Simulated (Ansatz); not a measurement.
# C₂H₁₀AlNO: up Jacob's ladder to CCSD(T)

One table from this session's results is given with a row withheld; the runs are named, their logs left out.

The runs use Ansatz 0.2.0, Gaussian basis; functionals in def2-TZVPP, the program's frozen cores in correlated methods.

The runs, in order: LDA (SPW92), PBE-D4, revPBE-D4, BLYP-D4, r2SCAN-D4, B97M-V, PBE0-D4, B3LYP-D4, r2SCANh-D4, r2SCAN0-D4, HSE06-D4, BHLYP-D4, CAM-B3LYP-D4, LC-ωPBE, ωB97X-V, ωB97M-V, B2PLYP, PBE-QIDH; CCSD(T)/def2-SVP; CCSD(T)/def2-TZVPP; MP2/def2-QZVPP; extrapolation to the limit; RPA on PBE.

### Structure used throughout

All runs share one geometry, relaxed beforehand with PBE0-D4 in a triple-zeta def2 set.

15 atoms, charge 0, spin multiplicity 1.

Atoms are counted from 1 here; the program's logs count them from 0.

Bond lengths: C1–Al2 1.972 Å, C1–H6 1.096 Å, C1–H7 1.096 Å, C1–H8 1.096 Å, Al2–C3 1.972 Å, Al2–N4 2.052 Å, Al2–O5 1.746 Å, C3–H9 1.096 Å, C3–H10 1.096 Å, C3–H11 1.096 Å, N4–H12 1.013 Å, N4–H13 1.017 Å, N4–H14 1.013 Å, O5–H15 0.954 Å. Angles: Al2–C1–H6 111.3°, Al2–C1–H7 112.7°, Al2–C1–H8 112.4°, H6–C1–H7 106.3°, H6–C1–H8 106.1°, H7–C1–H8 107.5°, C1–Al2–C3 118.1°, C1–Al2–N4 104.0°, C1–Al2–O5 117.3°, C3–Al2–N4 104.0°, C3–Al2–O5 117.3°, N4–Al2–O5 89.0°, Al2–C3–H9 112.7°, Al2–C3–H10 111.3°, Al2–C3–H11 112.4°, H9–C3–H10 106.3°, H9–C3–H11 107.5°, H10–C3–H11 106.1° and more.

Set-up of the first run:

Input file in.yaml:

```yaml
crystal:
  periodic: [false, false, false]
  atoms:
    - {symbol: C, position_ang: [-1.846489, 0.629768, 0.031218]}
    - {symbol: Al, position_ang: [0.107451, 0.363364, 0.014805]}
    - {symbol: C, position_ang: [0.972065, -0.264129, 1.672488]}
    - {symbol: N, position_ang: [0.387155, -1.180349, -1.307796]}
    - {symbol: O, position_ang: [1.046235, 1.392391, -1.037173]}
    - {symbol: H, position_ang: [-2.125234, 1.498742, 0.637929]}
    - {symbol: H, position_ang: [-2.258203, 0.807439, -0.968729]}
    - {symbol: H, position_ang: [-2.381672, -0.225271, 0.460828]}
    - {symbol: H, position_ang: [2.019093, -0.550414, 1.521739]}
    - {symbol: H, position_ang: [0.973886, 0.516619, 2.441499]}
    - {symbol: H, position_ang: [0.455476, -1.124488, 2.114068]}
    - {symbol: H, position_ang: [0.903851, -1.967230, -0.932570]}
    - {symbol: H, position_ang: [0.952116, -0.730093, -2.024207]}
    - {symbol: H, position_ang: [-0.464017, -1.526885, -1.734934]}
    - {symbol: H, position_ang: [1.236388, 2.309836, -0.859566]}
basis:
  gaussian: {orbitals: def2-TZVPP}
hamiltonian: {xc: lda}
output: {orbitals: {seedname: orbitals}}
```

On the command line:

```sh
$ ansatz run in.yaml --threads 4 --pin off --events-out ev --progress --plain --max-ram 10444MiB
```

Among the steps run: LDA; PBE-D4 (GGA); revPBE-D4 (GGA); BLYP-D4 (GGA); r2SCAN-D4 (meta-GGA); B97M-V (meta-GGA); B3LYP-D4 (hybrid); r2SCANh-D4 (hybrid); r2SCAN0-D4 (hybrid); HSE06-D4 (hybrid); BHLYP-D4 (hybrid); CAM-B3LYP-D4 (range-separated); LC-ωPBE (range-separated); ωB97X-V (range-separated); ωB97M-V (range-separated); B2PLYP (double hybrid); PBE-QIDH (double hybrid).

One table of the session follows, with a row left open; its other results are not shown here.

It belongs to the step «Orbital energies across the functionals». 

```
  functional  HOMO (eV)  gap (eV)
 LDA (SPW92)      -5.42      4.63
      PBE-D4      -5.28      4.58
   revPBE-D4      -5.22      4.58
     BLYP-D4      -5.18      4.43
   r2SCAN-D4      -5.55      5.60
      B97M-V      -5.64      5.11
     PBE0-D4      -6.60      6.72
    B3LYP-D4      -6.39      6.14
  r2SCANh-D4      -6.05      6.33
  r2SCAN0-D4      -6.79      7.40
    HSE06-D4      -6.20      5.95
    BHLYP-D4      -7.85      8.53
CAM-B3LYP-D4          ?         ?
     LC-ωPBE      -9.35     11.55
     ωB97X-V      -9.00     10.95
     ωB97M-V      -8.87     10.34
```

Q: Estimate the row for CAM-B3LYP-D4 from the others.

The run gave: HOMO (eV): -8.00; gap (eV): 8.85. In the column «HOMO (eV)» it lies between ωB97M-V (-8.87) and BHLYP-D4 (-7.85).
